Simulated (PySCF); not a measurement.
# C₃H₁₃NOSi₂: runs on many settings

Aim: see how C₃H₁₃NOSi₂ (`CC(C)O[Si@@H](N)[SiH3]`) answers to the choice of functional, basis, grid and SCF options, and what happens with inputs that are wrong on purpose.

The runs use PySCF 2.14.0, with density-fitted response routines of our own; the level of theory stands in each step. All values are computed, except where a source is named. Atoms are numbered from 0 throughout.

2 further runs of the same task are left out: 1 that didn't finish, 1 set aside as unsound or not needed.

### 1 The molecule as given

20 atoms, charge 0, multiplicity 1; geometry from: GFN2-xTB.

Bonds of the start (Å): C0–C1 1.53, C1–C2 1.53, C1–O3 1.41, O3–Si4 1.62, Si4–N5 1.74, Si4–Si6 2.29, C0–H7 1.09, C0–H8 1.09, C0–H9 1.09, C1–H10 1.10, C2–H11 1.09, C2–H12 1.09, C2–H13 1.09, Si4–H14 1.47, N5–H15 1.01, N5–H16 1.01, Si6–H17 1.47, Si6–H18 1.47, Si6–H19 1.47.

### 2 NMR shieldings: WP04/pcSseg-1

What the job is given:

```
{"job": {"kind": "nmr", "xc": "WP04", "basis": "pcSseg-1", "pop": false, "grid": 0, "scf": {"diis": false, "max_cycle": 90}}, "charge": 0, "multiplicity": 1}
C     -1.984552     0.240936     1.455166
C     -1.352013     0.183490     0.067786
C     -2.104899    -0.774430    -0.849420
O     -0.020359    -0.242674     0.210675
Si     1.264286     0.108198    -0.712953
N      1.342296     1.834684    -0.894283
Si     2.928503    -0.959276     0.451083
H     -1.970003    -0.748621     1.905816
H     -1.421931     0.918587     2.092525
H     -3.011723     0.589293     1.387644
H     -1.357078     1.186835    -0.379057
H     -3.138428    -0.457750    -0.959830
H     -1.630724    -0.795458    -1.827059
H     -2.081423    -1.777688    -0.430560
H      1.079698    -0.289818    -2.120794
H      2.070516     2.223330    -1.470779
H      1.237998     2.402965    -0.067062
H      2.732615    -2.397607     0.652394
H      4.188306    -0.826755    -0.295675
H      3.223766    -0.407562     1.781345
```

With the program's defaults for keys left out, this is: GIAO WP04/pcSseg-1 NMR shielding, non-relativistic, gas phase.

Started as:

```console
$ OMP_NUM_THREADS=1 python probes_run.py task.json out
```

This one command runs all jobs of the session in turn.

The log of the run:

```text
final grid: 16720 points
cycle   1  E = -843.2768522812  dE =  4.861e-01  |g| = 1.236e+00  |ddm| = 3.917e+00
cycle   2  E = -842.6280479219  dE =  6.488e-01  |g| = 2.120e+00  |ddm| = 3.205e+00
cycle   3  E = -841.5860260870  dE =  1.042e+00  |g| = 3.390e+00  |ddm| = 4.032e+00
cycle   4  E = -829.4079220378  dE =  1.218e+01  |g| = 5.553e+00  |ddm| = 2.542e+01
cycle   5  E = -795.8922264097  dE =  3.352e+01  |g| = 1.389e+01  |ddm| = 2.726e+01
cycle   6  E = -660.4128758454  dE =  1.355e+02  |g| = 1.151e+01  |ddm| = 1.958e+02
cycle   7  E = -554.5557256104  dE =  1.059e+02  |g| = 2.366e+01  |ddm| = 1.981e+02
cycle   8  E = -445.1669660714  dE =  1.094e+02  |g| = 2.799e+01  |ddm| = 8.553e+01
cycle   9  E = -304.1227942565  dE =  1.410e+02  |g| = 2.707e+01  |ddm| = 8.360e+01
cycle  10  E = -440.7724760072  dE = -1.366e+02  |g| = 3.303e+01  |ddm| = 3.907e+01
[... 70 cycles left out ...]
cycle  81  E = -259.1128703550  dE =  1.814e+02  |g| = 2.946e+01  |ddm| = 4.207e+01
cycle  82  E = -440.5076986457  dE = -1.814e+02  |g| = 3.323e+01  |ddm| = 4.207e+01
cycle  83  E = -259.1128703550  dE =  1.814e+02  |g| = 2.946e+01  |ddm| = 4.207e+01
cycle  84  E = -440.5076986457  dE = -1.814e+02  |g| = 3.323e+01  |ddm| = 4.207e+01
cycle  85  E = -259.1128703551  dE =  1.814e+02  |g| = 2.946e+01  |ddm| = 4.207e+01
cycle  86  E = -440.5076986457  dE = -1.814e+02  |g| = 3.323e+01  |ddm| = 4.207e+01
cycle  87  E = -259.1128703551  dE =  1.814e+02  |g| = 2.946e+01  |ddm| = 4.207e+01
cycle  88  E = -440.5076986457  dE = -1.814e+02  |g| = 3.323e+01  |ddm| = 4.207e+01
cycle  89  E = -259.1128703550  dE =  1.814e+02  |g| = 2.946e+01  |ddm| = 4.207e+01
cycle  90  E = -440.5076986457  dE = -1.814e+02  |g| = 3.323e+01  |ddm| = 4.207e+01
SCF not converged, last energy = -440.5076986457
```

Wall time 82 s (1 thread, shared host).

**What went wrong.** The SCF swings between two densities 181.39 Eh apart: plain iteration without DIIS overshoots. The remedy is to turn DIIS on. Numbers printed on the way are no properties of the molecule.

### 3 NMR shieldings: PW91/6-311G**

What the job is given:

```
{"job": {"kind": "nmr", "xc": "PW91", "basis": "6-311G**", "pop": true, "scf": {"max_cycle": 96}}, "charge": 0, "multiplicity": 1}
C     -2.183007     0.265030     1.600683
C     -1.487214     0.201839     0.074565
C     -2.315389    -0.851873    -0.934362
O     -0.022395    -0.266941     0.231743
Si     1.390715     0.119018    -0.784248
N      1.476526     2.018152    -0.983711
Si     3.221353    -1.055204     0.496191
H     -2.167003    -0.823483     2.096398
H     -1.564124     1.010446     2.301778
H     -3.312895     0.648222     1.526408
H     -1.492786     1.305519    -0.416963
H     -3.452271    -0.503525    -1.055813
H     -1.793796    -0.875004    -2.009765
H     -2.289565    -1.955457    -0.473616
H      1.187668    -0.318800    -2.332873
H      2.277568     2.445663    -1.617857
H      1.361798     2.643262    -0.073768
H      3.005877    -2.637368     0.717633
H      4.607137    -0.909431    -0.325243
H      3.546143    -0.448318     1.959480
```

With the program's defaults for keys left out, this is: GIAO PW91/6-311G** NMR shielding, non-relativistic, gas phase.

The log of the run:

```text
final grid: 149512 points
cycle   1  E = -830.8023432308  dE = -5.799e-01  |g| = 1.001e+00  |ddm| = 3.088e+00
cycle   2  E = -828.6105024988  dE =  2.192e+00  |g| = 3.037e+00  |ddm| = 4.791e+00
cycle   3  E = -830.9525604262  dE = -2.342e+00  |g| = 4.411e-01  |ddm| = 4.508e+00
cycle   4  E = -830.9790145755  dE = -2.645e-02  |g| = 3.240e-01  |ddm| = 6.147e-01
cycle   5  E = -830.9992510433  dE = -2.024e-02  |g| = 1.074e-01  |ddm| = 3.501e-01
cycle   6  E = -831.0020265958  dE = -2.776e-03  |g| = 4.289e-02  |ddm| = 1.514e-01
cycle   7  E = -831.0024383345  dE = -4.117e-04  |g| = 8.193e-03  |ddm| = 3.069e-02
cycle   8  E = -831.0024535095  dE = -1.517e-05  |g| = 3.017e-03  |ddm| = 9.013e-03
cycle   9  E = -831.0024553822  dE = -1.873e-06  |g| = 9.655e-04  |ddm| = 2.936e-03
cycle  10  E = -831.0024555774  dE = -1.952e-07  |g| = 5.113e-04  |ddm| = 1.245e-03
cycle  11  E = -831.0024556455  dE = -6.814e-08  |g| = 1.094e-04  |ddm| = 4.788e-04
cycle  12  E = -831.0024556489  dE = -3.418e-09  |g| = 1.635e-05  |ddm| = 1.361e-04
cycle  13  E = -831.0024556490  dE = -5.775e-11  |g| = 1.135e-05  |ddm| = 3.965e-05
converged SCF energy = -831.0024556490

GIAO shielding tensors (ppm)
atom      isotropic    diamagn.    paramagn.     s11        s22        s33       span
  0 C      129.099     245.641    -116.541    108.427    118.094    160.777     52.350
  1 C       69.227     242.247    -173.020     29.057     65.527    113.097     84.040
  2 C      131.495     246.199    -114.705    111.467    122.361    160.656     49.189
  3 O      164.694     397.269    -232.574    131.608    166.054    196.422     64.814
  4 Si     313.721     879.042    -565.321    271.888    320.933    348.342     76.454
  5 N      186.573     317.851    -131.278    159.526    193.440    206.752     47.226
  6 Si     413.831     879.194    -465.363    395.428    408.757    437.306     41.878
  7 H       27.425      28.074      -0.649     25.649     26.079     30.548      4.898
  8 H       27.341      28.466      -1.125     24.368     26.272     31.383      7.015
  9 H       27.657      26.696       0.961     24.585     25.935     32.452      7.867
 10 H       24.072      30.026      -5.954     21.104     24.468     26.643      5.540
 11 H       27.734      26.789       0.945     24.668     25.980     32.553      7.885
 12 H       27.214      28.485      -1.271     23.878     26.811     30.952      7.075
 13 H       27.612      28.156      -0.544     26.015     26.085     30.736      4.720
 14 H       23.873      28.397      -4.525     21.648     22.149     27.822      6.174
 15 H       28.158      26.884       1.273     23.364     25.143     35.965     12.601
 16 H       28.065      29.621      -1.556     23.042     26.600     34.553     11.511
 17 H       25.966      27.600      -1.634     23.198     24.622     30.078      6.879
 18 H       26.305      25.837       0.468     23.871     24.514     30.530      6.658
 19 H       26.083      27.742      -1.658     23.731     24.682     29.837      6.106
```

It took 2.4 min on 1 thread, shared host.

All coordinates were scaled by 1.1, so these values belong to a distorted geometry and are kept out of the summary.

### 4 NMR shieldings: OLYP/cc-pVDZ

What the job is given:

```
{"job": {"kind": "nmr", "xc": "OLYP", "basis": "cc-pVDZ", "pop": false, "grid": 4, "scf": {"guess": "huckel"}}, "charge": 0, "multiplicity": 1}
C     -1.984552     0.240936     1.455166
C     -1.352013     0.183490     0.067786
C     -2.104899    -0.774430    -0.849420
O     -0.020359    -0.242674     0.210675
Si     1.264286     0.108198    -0.712953
N      1.342296     1.834684    -0.894283
Si     2.928503    -0.959276     0.451083
H     -1.970003    -0.748621     1.905816
H     -1.421931     0.918587     2.092525
H     -3.011723     0.589293     1.387644
H     -1.357078     1.186835    -0.379057
H     -3.138428    -0.457750    -0.959830
H     -1.630724    -0.795458    -1.827059
H     -2.081423    -1.777688    -0.430560
H      1.079698    -0.289818    -2.120794
H      2.070516     2.223330    -1.470779
H      1.237998     2.402965    -0.067062
H      2.732615    -2.397607     0.652394
H      4.188306    -0.826755    -0.295675
H      3.223766    -0.407562     1.781345
```

With the program's defaults for keys left out, this is: GIAO OLYP/cc-pVDZ NMR shielding, non-relativistic, gas phase.

The log of the run:

```text
final grid: 404000 points
cycle   1  E = -824.2208100646  dE =  3.876e+00  |g| = 5.620e+00  |ddm| = 1.372e+01
cycle   2  E = -792.8654116768  dE =  3.136e+01  |g| = 7.058e+00  |ddm| = 4.001e+01
cycle   3  E = -775.6912058092  dE =  1.717e+01  |g| = 8.951e+00  |ddm| = 4.501e+01
cycle   4  E = -812.8202561464  dE = -3.713e+01  |g| = 4.370e+00  |ddm| = 2.018e+01
cycle   5  E = -815.2417746025  dE = -2.422e+00  |g| = 5.166e+00  |ddm| = 2.484e+01
cycle   6  E = -830.6263967901  dE = -1.538e+01  |g| = 1.173e+00  |ddm| = 1.302e+01
cycle   7  E = -830.6136251988  dE =  1.277e-02  |g| = 1.309e+00  |ddm| = 4.832e+00
cycle   8  E = -830.9975142854  dE = -3.839e-01  |g| = 3.371e-01  |ddm| = 2.466e+00
cycle   9  E = -831.0263454090  dE = -2.883e-02  |g| = 1.414e-01  |ddm| = 7.774e-01
cycle  10  E = -831.0301645978  dE = -3.819e-03  |g| = 5.231e-02  |ddm| = 2.705e-01
cycle  11  E = -831.0312654438  dE = -1.101e-03  |g| = 1.704e-02  |ddm| = 1.706e-01
cycle  12  E = -831.0313377413  dE = -7.230e-05  |g| = 7.541e-03  |ddm| = 5.131e-02
cycle  13  E = -831.0313562673  dE = -1.853e-05  |g| = 1.893e-03  |ddm| = 1.979e-02
cycle  14  E = -831.0313571819  dE = -9.146e-07  |g| = 5.315e-04  |ddm| = 4.118e-03
cycle  15  E = -831.0313572495  dE = -6.760e-08  |g| = 1.953e-04  |ddm| = 1.277e-03
cycle  16  E = -831.0313572586  dE = -9.087e-09  |g| = 7.710e-05  |ddm| = 4.994e-04
cycle  17  E = -831.0313572599  dE = -1.286e-09  |g| = 1.235e-05  |ddm| = 1.562e-04
cycle  18  E = -831.0313572599  dE = -4.025e-11  |g| = 6.392e-06  |ddm| = 3.924e-05
converged SCF energy = -831.0313572599

GIAO shielding tensors (ppm)
atom      isotropic    diamagn.    paramagn.     s11        s22        s33       span
  0 C      167.165     245.573     -78.408    149.706    158.529    193.259     43.553
  1 C      127.536     242.440    -114.904     95.490    123.598    163.518     68.028
  2 C      170.472     245.812     -75.340    153.890    163.926    193.601     39.712
  3 O      264.215     391.782    -127.567    228.768    269.667    294.209     65.441
  4 Si     424.210     886.430    -462.219    385.215    431.845    455.570     70.355
  5 N      248.885     306.656     -57.771    216.382    253.260    277.015     60.633
  6 Si     515.758     883.320    -367.562    502.534    515.551    529.190     26.656
  7 H       30.613      31.226      -0.612     28.438     28.905     34.496      6.057
  8 H       30.509      31.986      -1.477     26.808     29.082     35.637      8.828
  9 H       30.688      28.914       1.774     26.733     28.543     36.789     10.055
 10 H       26.870      33.330      -6.461     22.388     28.249     29.972      7.584
 11 H       30.788      29.037       1.751     26.815     28.555     36.993     10.178
 12 H       30.141      31.987      -1.846     25.799     29.616     35.007      9.209
 13 H       30.838      31.273      -0.435     28.701     28.847     34.967      6.266
 14 H       25.886      32.343      -6.457     23.261     23.811     30.586      7.325
 15 H       31.957      30.131       1.826     25.378     27.949     42.543     17.165
 16 H       31.905      32.577      -0.671     25.401     29.810     40.504     15.103
 17 H       28.656      30.849      -2.193     25.258     26.730     33.979      8.720
 18 H       28.927      29.501      -0.575     25.862     26.546     34.373      8.511
 19 H       28.691      30.933      -2.242     25.825     26.713     33.533      7.707
```

It took 4.2 min on 1 thread, shared host.

The references, computed at this level on geometries of the same kind, shield at (ppm): ¹H TMS 31.76, ¹³C TMS 195.1, ²⁹Si TMS 403.3, ¹⁵N NH3 272.9, ¹⁷O H2O 342.8. Their shielding less the atom's gives the shift. The references are single molecules in the gas phase, so shifts against H2O, NH3, PH3, H3PO4 or CFCl3 are not on the usual liquid scales and can be off by tens of ppm. Atoms listed in one row are averaged.

| atoms | environment | σ (ppm) | δ (ppm) |
| --- | --- | --- | --- |
| C1 | sp3 CH bonded to O | 127.5 | 67.5 |
| C0 | methyl carbon | 167.2 | 27.9 |
| C2 | methyl carbon | 170.5 | 24.6 |
| H14 | hydrogen on a silicon bonded to N, O, Si | 25.89 | 5.87 |
| H10 | hydrogen on an sp3 CH bonded to O | 26.87 | 4.89 |
| H17, H18, H19 | hydrogen on a silicon bonded to Si | 28.76 | 3.00 |
| H11, H12, H13 | hydrogen on a methyl carbon | 30.59 | 1.17 |
| H7, H8, H9 | hydrogen on a methyl carbon | 30.60 | 1.16 |
| H15, H16 | hydrogen on a nitrogen bonded to Si | 31.93 | -0.17 |
| O3 | oxygen bonded to C, Si | 264.2 | 78.6 |
| Si4 | silicon bonded to N, O, Si, H | 424.2 | -20.9 |
| Si6 | silicon bonded to Si, 3 H | 515.8 | -112.4 |
| N5 | nitrogen bonded to Si, 2 H | 248.9 | 24.0 |

### 5 Results

```
                                                             quantity                                            value
                                ¹³C shifts against TMS (OLYP/cc-pVDZ)                             67.5, 27.9, 24.6 ppm
¹H shifts against TMS (OLYP/cc-pVDZ, means over atoms taken as alike)          5.87, 4.89, 3.00, 1.17, 1.16, -0.17 ppm
                                ¹⁷O shifts against H2O (OLYP/cc-pVDZ)                                         78.6 ppm
                               ²⁹Si shifts against TMS (OLYP/cc-pVDZ)                                -20.9, -112.4 ppm
                                ¹⁵N shifts against NH3 (OLYP/cc-pVDZ)                                         24.0 ppm
                                        property runs in this session  3, of which 1 failed and 1 gave unsound results
```

In words: Single values in the summary come from the first run of each kind that ended normally (OLYP/cc-pVDZ), which need not be the best level.
